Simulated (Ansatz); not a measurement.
This script for Ansatz 0.2.0 through its Python package starts 2 runs on AlFH3NS2, SMILES [NH2][Al]([F])[S]S. What input does the engine get in each?

Script `alfh3ns2_spin.py`:
```python
"""Gap between spin states of AlFH3NS2 at one geometry."""

import ansatz as az


def main() -> None:
    geometry_ang = [
        ("N", (1.1233, 1.3121, 0.3549)),
        ("Al", (0.7896, -0.5341, 0.4019)),
        ("F", (1.4055, -1.4948, 1.7655)),
        ("S", (-0.3227, -1.5359, -1.2404)),
        ("S", (-2.2282, -1.225, -0.2259)),
        ("H", (1.5524, 1.5774, -0.5641)),
        ("H", (0.1568, 1.8018, 0.3001)),
        ("H", (-2.3846, 0.0415, -0.8478)),
    ]
    molecule = az.Crystal.molecule()
    for symbol, xyz in geometry_ang:
        molecule = molecule.atom(symbol, xyz)

    calc = (
        molecule.calculation()
        .basis(gaussian="6-31G*")  # atom-centred Gaussian functions
        .functional("r2SCAN")
    )
    found = {}
    for unpaired in [0, 2]:
        r = calc.spin("collinear", total=unpaired).run().report
        s = unpaired / 2
        found[unpaired] = r["free_energy_ev"]
        print(f"2S+1 = {unpaired + 1}: E = {found[unpaired]:.5f} eV, <S^2> = {abs(r['mean_field']['state']['spin_squared']):.3f} (pure state {s * (s + 1):.2f})")
    lowest = min(found, key=found.get)
    for unpaired, e in found.items():
        print(f"multiplicity {unpaired + 1}: {96.485332 * (e - found[lowest]):.1f} kJ/mol above the lowest")


if __name__ == "__main__":
    main()
```

Run 1:
```yaml
crystal:
  periodic: [false, false, false]
  atoms:
    - { symbol: "N", position_ang: [1.1233, 1.3121, 0.3549] }
    - { symbol: Al, position_ang: [0.7896, -0.5341, 0.4019] }
    - { symbol: F, position_ang: [1.4055, -1.4948, 1.7655] }
    - { symbol: S, position_ang: [-0.3227, -1.5359, -1.2404] }
    - { symbol: S, position_ang: [-2.2282, -1.225, -0.2259] }
    - { symbol: H, position_ang: [1.5524, 1.5774, -0.5641] }
    - { symbol: H, position_ang: [0.1568, 1.8018, 0.3001] }
    - { symbol: H, position_ang: [-2.3846, 0.0415, -0.8478] }
basis:
  gaussian:
    orbitals: "6-31G*"
hamiltonian:
  xc: r2scan
magnetization:
  spin_polarized: true
  initial_magnetization: 0.0
```

Run 2, against run 1:
```diff
-  initial_magnetization: 0.0
+  initial_magnetization: 2.0
```

```console
$ python alfh3ns2_spin.py
2S+1 = 1: E = -32520.84008 eV, <S^2> = 0.000 (pure state 0.00)
2S+1 = 3: E = -32518.05768 eV, <S^2> = 2.008 (pure state 2.00)
multiplicity 1: 0.0 kJ/mol above the lowest
multiplicity 3: 268.5 kJ/mol above the lowest
```

In order: multiplicity 1 (+0.00 eV) and multiplicity 3 (+2.78 eV), all at the one geometry.

Total energies depend on the basis set; only differences at equal settings carry meaning. The geometry is a force-field or estimated start, not a minimum of this method, and the basis set is short of its limit. All parts are taken at fixed geometry, without zero-point energy. The whole script took 54 s on 1 thread of Arm Neoverse V1, with other jobs on the host, peak memory 0.33 GiB.
